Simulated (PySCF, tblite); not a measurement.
# C₄H₁₀BrNSi: geometry, infrared bands and NMR shifts

What infrared bands and NMR shifts should C₄H₁₀BrNSi (`C/C=N/[C@@H](C)[SiH2]Br`) show?

Programs: tblite 0.8.0 and PySCF 2.14.0, with density-fitted response routines of our own. Each step states its level of theory. These are calculated values for one molecule in the gas phase, unless marked as measured. Atoms count from 0, in the outputs and in this text.

## Step 1: The molecule as given

17 atoms, charge 0, multiplicity 1; geometry from: force field or distance geometry start.

Bonds of the start (Å): C0–C1 1.50, C1–N2 1.29, N2–C3 1.46, C3–C4 1.54, C3–Si5 1.85, Si5–Br6 2.25, C0–H7 1.12, C0–H8 1.10, C0–H9 1.11, C1–H10 1.08, C3–H11 1.09, C4–H12 1.09, C4–H13 1.10, C4–H14 1.12, Si5–H15 1.47, Si5–H16 1.46.

## Step 2: Optimising the geometry with GFN2-xTB

Job settings and geometry (Å):

```
{"job": {"kind": "relax", "xc": "GFN2-xTB", "basis": "xTB"}, "charge": 0, "multiplicity": 1}
C      2.748200     0.646200     0.471900
C      1.434600     0.394800    -0.202400
N      0.460100    -0.001200     0.546200
C     -0.819800    -0.244300    -0.106400
C     -1.108700    -1.731700     0.145600
Si    -2.102500     0.758700     0.771400
Br    -1.567900     2.929500     0.565100
H      2.899000    -0.052100     1.330400
H      2.795900     1.694200     0.803500
H      3.580300     0.433800    -0.237000
H      1.319600     0.521200    -1.267300
H     -0.692000    -0.018600    -1.162800
H     -1.580400    -2.167800    -0.740400
H     -1.724200    -1.784700     1.053700
H     -0.133800    -2.250600     0.316300
H     -3.419000     0.498800     0.166200
H     -2.096400     0.385900     2.185500
```

Started as:

```bash
$ OMP_NUM_THREADS=1 python probes_run.py task.json out
```

One launch serves the whole session: the jobs run in the order shown.

**Question.** This job is followed by: GFN2-xTB harmonic vibrations, gas phase; GIAO PBE0/pcSseg-1 NMR shielding, non-relativistic, gas phase. Predict these results of the whole session: strongest single infrared mode (GFN2-xTB); zero-point energy (GFN2-xTB); 13C shifts against TMS (PBE0/pcSseg-1); 1H shifts against TMS (PBE0/pcSseg-1, means over atoms taken as alike); 15N shifts against NH3 (PBE0/pcSseg-1); 29Si shifts against TMS (PBE0/pcSseg-1); 79Br shifts against HBr (PBE0/pcSseg-1); surface potential, 1st and 99th percentile.

As calculated:

| quantity | value |
| --- | --- |
| strongest single infrared mode (GFN2-xTB) | 726 cm⁻¹, 300 km/mol |
| zero-point energy (GFN2-xTB) | 81.6 kcal/mol |
| 13C shifts against TMS (PBE0/pcSseg-1) | 163.9, 63.7, 26.6, 19.3 ppm |
| 1H shifts against TMS (PBE0/pcSseg-1, means over atoms taken as alike) | 7.91, 5.18, 4.90, 3.21, 2.14, 1.53 ppm |
| 15N shifts against NH3 (PBE0/pcSseg-1) | 372.5 ppm |
| 29Si shifts against TMS (PBE0/pcSseg-1) | -12.0 ppm |
| 79Br shifts against HBr (PBE0/pcSseg-1) | -168 ppm |
| surface potential, 1st and 99th percentile | -1.36 V and 1.05 V |

In words: Relaxing lowered the energy by 0.446 eV in 79 steps; the close pair that moved most is C3–Si5, from 1.850 to 1.909 Å. No mode is imaginary among the 45: a minimum at this level. The strongest single mode, at 726 cm⁻¹, is spread over several atoms, H15, Si5, C3, H16 among them. Unscaled tight-binding wavenumbers are off by several per cent, some by more. Its intensities can rank the bands wrongly. At PBE0/pcSseg-1: Shielding is most anisotropic at N2 (span 609 ppm, paramagnetic term -436 ppm). Spin-orbit coupling is left out, which matters for shieldings and couplings at and beside the heavy atoms.
